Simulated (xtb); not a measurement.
**C2H10GeN2 (SMILES CC[NH][GeH2][NH2]): a first try and a second**

Aim: a structure relaxation of C2H10GeN2 at GFN1-xTB.

The results are computed with xtb 6.7.1.

3 further runs of the same task are left out: 3 set aside as unsound or not needed.

### Step 1. The molecule

C2H10GeN2: 15 atoms, total charge 0, spin state singlet. SMILES: `CC[NH][GeH2][NH2]`. All atoms were displaced at random from a relaxed shape. The run starts from this shape.

Bond lengths: C1–C2 1.626 Å, C2–N3 1.444 Å, N3–Ge4 1.849 Å, Ge4–N5 1.759 Å, C1–H6 1.054 Å, C1–H7 1.062 Å, C1–H8 1.065 Å, C2–H9 1.025 Å, C2–H10 1.018 Å, N3–H11 1.013 Å, Ge4–H12 1.479 Å, Ge4–H13 1.644 Å, N5–H14 0.909 Å, N5–H15 1.086 Å. Some angles: C1–C2–N3 109.4°, C2–N3–Ge4 121.1°, N3–Ge4–N5 115.2°, C1–C2–H9 107.1°, C1–C2–H10 109.4°, N3–C2–H9 110.8°, N3–C2–H10 109.7°, C2–C1–H6 103.6°, C2–C1–H7 107.5°, C2–C1–H8 110.5°.

### Step 2. The input as first written

Input file input.xyz:

```xyz
15
start
C     -1.46744     0.79541     1.17196
C     -0.01328     1.16986     0.54744
N      0.84918     0.01367     0.61540
Ge     0.70410    -1.35864    -0.61470
N      0.99027    -0.89813    -2.28843
H     -1.99141     1.70961     1.14448
H     -1.86275    -0.00814     0.60098
H     -1.37830     0.55652     2.20624
H      0.36585     1.93972     1.10762
H     -0.12642     1.45796    -0.42260
H      0.94416    -0.27152     1.58277
H     -0.53660    -2.16123    -0.55289
H      2.04047    -2.22384    -0.20437
H      1.64635    -0.28372    -2.42410
H      0.04760    -0.57338    -2.71978
```

Run with:

```
$ xtb input.xyz --gfn 1 -o sloppy > out.txt
```

What it wrote:

```text
* xtb version 6.7.1
[...]
          :  # basis functions                  46          :
[...]
          :  # electrons                        32          :
[...]
          :  Hamiltonian                  GFN1-xTB          :
[...]
          :  net charge                          0          :
          :  unpaired electrons                  0          :
[...]
   *** convergence criteria satisfied after 12 iterations ***
[...]
   *** GEOMETRY OPTIMIZATION CONVERGED AFTER 8 ITERATIONS ***
[...]
   *** convergence criteria satisfied after 3 iterations ***
[...]
         ::                     SUMMARY                     ::
         :::::::::::::::::::::::::::::::::::::::::::::::::::::
         :: total energy             -17.694299552930 Eh    ::
         :: gradient norm              0.003375440876 Eh/a0 ::
         :: HOMO-LUMO gap              5.432212559821 eV    ::
         ::.................................................::
         :: SCC energy               -17.875279169594 Eh    ::
         :: -> electrostatic           0.052814276757 Eh    ::
         :: repulsion energy           0.186238882223 Eh    ::
         :: dispersion energy         -0.005259265559 Eh    ::
         :: halogen bond corr.         0.000000000000 Eh    ::
         :: add. restraining           0.000000000000 Eh    ::
         :: total charge               0.000000000000 e     ::
         :::::::::::::::::::::::::::::::::::::::::::::::::::::
[...]
        16        2.0000           -0.3976193             -10.8198 (HOMO)
        17                         -0.1979891              -5.3876 (LUMO)
[...]
     #   Z sym  total        # sym  WBO       # sym  WBO       # sym  WBO
 ---------------------------------------------------------------------------
     1   6 C    3.997 --     2 C    1.014     6 H    0.986     8 H    0.984
                             7 H    0.972
     2   6 C    3.977 --     1 C    1.014     9 H    0.983     3 N    0.980
                            10 H    0.973
     3   7 N    3.154 --     4 Ge   1.071     2 C    0.980    11 H    0.941
     4  32 Ge   4.161 --     5 N    1.141     3 N    1.071    13 H    0.912
                            12 H    0.898
     5   7 N    3.111 --     4 Ge   1.141    15 H    0.928    14 H    0.926
     6   1 H    1.005 --     1 C    0.986
     7   1 H    1.008 --     1 C    0.972
     8   1 H    1.007 --     1 C    0.984
     9   1 H    1.015 --     2 C    0.983
    10   1 H    1.012 --     2 C    0.973
[...]
          | TOTAL ENERGY              -17.694299552930 Eh   |
          | GRADIENT NORM               0.003375440876 Eh/α |
          | HOMO-LUMO GAP               5.432212559821 eV   |
           -------------------------------------------------
[...]
```

Standard error:

```text
normal termination of xtb
```

Run time: 0.37 s. Hardware: 1 thread of Intel Xeon at 2.50GHz (Skylake/Cascade Lake), shared host.

### Step 3. Diagnosis

The program ended normally, but the settings are unsound, so its numbers aren't properties of the molecule.

In place of `xtb input.xyz --gfn 1 -o sloppy > out.txt` the sound input has `xtb mol.xyz -o normal --gfn 1 -I xtb.inp | tee mol.out`. These settings are changed for another try; the log doesn't prove which change is needed.

### Step 4. Try two

Input file xtb.inp:

```
$chrg 0
$spin 0
$end
```

Input file mol.xyz:

```xyz
15
start
C     -1.46744     0.79541     1.17196
C     -0.01328     1.16986     0.54744
N      0.84918     0.01367     0.61540
Ge     0.70410    -1.35864    -0.61470
N      0.99027    -0.89813    -2.28843
H     -1.99141     1.70961     1.14448
H     -1.86275    -0.00814     0.60098
H     -1.37830     0.55652     2.20624
H      0.36585     1.93972     1.10762
H     -0.12642     1.45796    -0.42260
H      0.94416    -0.27152     1.58277
H     -0.53660    -2.16123    -0.55289
H      2.04047    -2.22384    -0.20437
H      1.64635    -0.28372    -2.42410
H      0.04760    -0.57338    -2.71978
```

Run with:

```
$ xtb mol.xyz -o normal --gfn 1 -I xtb.inp | tee mol.out
```

What it wrote:

```text
* xtb version 6.7.1
[...]
          :  # basis functions                  46          :
[...]
          :  # electrons                        32          :
[...]
          :  Hamiltonian                  GFN1-xTB          :
[...]
          :  net charge                          0          :
          :  unpaired electrons                  0          :
[...]
   *** convergence criteria satisfied after 12 iterations ***
[...]
   *** GEOMETRY OPTIMIZATION CONVERGED AFTER 55 ITERATIONS ***
[...]
   *** convergence criteria satisfied after 3 iterations ***
[...]
         ::                     SUMMARY                     ::
         :::::::::::::::::::::::::::::::::::::::::::::::::::::
         :: total energy             -17.695908616351 Eh    ::
         :: gradient norm              0.000752262266 Eh/a0 ::
         :: HOMO-LUMO gap              5.499100323873 eV    ::
         ::.................................................::
         :: SCC energy               -17.877287612056 Eh    ::
         :: -> electrostatic           0.051440970819 Eh    ::
         :: repulsion energy           0.186647650249 Eh    ::
         :: dispersion energy         -0.005268654545 Eh    ::
         :: halogen bond corr.         0.000000000000 Eh    ::
         :: add. restraining           0.000000000000 Eh    ::
         :: total charge              -0.000000000000 e     ::
         :::::::::::::::::::::::::::::::::::::::::::::::::::::
[...]
        16        2.0000           -0.3942905             -10.7292 (HOMO)
        17                         -0.1922023              -5.2301 (LUMO)
[...]
     #   Z sym  total        # sym  WBO       # sym  WBO       # sym  WBO
 ---------------------------------------------------------------------------
     1   6 C    3.997 --     2 C    1.014     6 H    0.986     8 H    0.984
                             7 H    0.973
     2   6 C    3.978 --     1 C    1.014     9 H    0.983     3 N    0.978
                            10 H    0.975
     3   7 N    3.157 --     4 Ge   1.094     2 C    0.978    11 H    0.942
     4  32 Ge   4.202 --     5 N    1.182     3 N    1.094    13 H    0.915
                            12 H    0.892
     5   7 N    3.148 --     4 Ge   1.182    15 H    0.936    14 H    0.928
     6   1 H    1.006 --     1 C    0.986
     7   1 H    1.008 --     1 C    0.973
     8   1 H    1.007 --     1 C    0.984
     9   1 H    1.014 --     2 C    0.983
    10   1 H    1.010 --     2 C    0.975
[...]
          | TOTAL ENERGY              -17.695908616351 Eh   |
          | GRADIENT NORM               0.000752262266 Eh/α |
          | HOMO-LUMO GAP               5.499100323873 eV   |
           -------------------------------------------------
[...]
```

Standard error:

```text
normal termination of xtb
```

It also wrote xtbopt.xyz:

```text
15
 energy: -17.695908616351 gnorm: 0.000752262266 xtb: 6.7.1
C           -1.37095799828211        0.82944256561551        1.01477979604845
C            0.07618562822136        1.15790979257725        0.65643452848985
N            0.95301861278777       -0.00935742933601        0.68838835446983
Ge           0.71593096328317       -1.40341435775138       -0.51956313756737
N            0.95483516218040       -0.61360514797554       -2.16546381201154
H           -1.96703002972021        1.74245889770060        1.03601293447962
H           -1.80078504821510        0.14775822141409        0.27573914725978
H           -1.42145291945994        0.35375931335362        1.99522797111355
H            0.46668615407614        1.89144014975085        1.36991942827487
H            0.11174993065813        1.61004980437192       -0.34177551668746
H            0.99874871399975       -0.34995418480873        1.64148567289152
H           -0.55209210671505       -2.19993362943889       -0.39085484134641
H            1.85132475108653       -2.32870648356075       -0.27800800725336
H            0.43332493145749        0.24283724307343       -2.27383110753403
H            0.76229325464150       -1.20653475498594       -2.95847141062700
```

It took 2.1 s on 1 thread of Intel Xeon at 2.50GHz (Skylake/Cascade Lake), shared host.

The path in brief:

```tsv
step	energy from the first frame kept (eV)
0	0.0000
3	-1.0779
6	-1.0899
9	-1.0934
12	-1.0967
15	-1.0957
18	-1.1004
21	-1.1022
24	-1.1064
27	-1.1108
30	-1.1131
33	-1.1165
36	-1.1200
39	-1.1226
42	-1.1263
45	-1.1300
48	-1.1340
51	-1.1349
54	-1.1353
```

After the run. Bond lengths: C1–C2 1.527 Å, C2–N3 1.460 Å, N3–Ge4 1.860 Å, Ge4–N5 1.841 Å, C1–H6 1.091 Å, C1–H7 1.093 Å, C1–H8 1.091 Å, C2–H9 1.095 Å, C2–H10 1.096 Å, N3–H11 1.013 Å, Ge4–H12 1.503 Å, Ge4–H13 1.484 Å, N5–H14 1.009 Å, N5–H15 1.009 Å. Some angles: C1–C2–N3 113.1°, C2–N3–Ge4 120.6°, N3–Ge4–N5 104.0°, C1–C2–H9 109.2°, C1–C2–H10 109.5°, N3–C2–H9 107.9°, N3–C2–H10 109.3°, C2–C1–H6 110.0°, C2–C1–H7 110.4°, C2–C1–H8 110.4°.

### Step 5. Results

Level: GFN1-xTB.

| quantity | value |
| --- | --- |
| total energy at the end | -17.69591 Eh |
| dipole moment | 2.81 D |
| HOMO energy | -10.73 eV |
| LUMO energy | -5.23 eV |
| HOMO–LUMO gap | 5.50 eV |
| dispersion energy | -13.83 kJ/mol |

The first attempt's energy was +0.044 eV off this one. The optimisation took 55 steps and changed the energy by -1.135 eV.
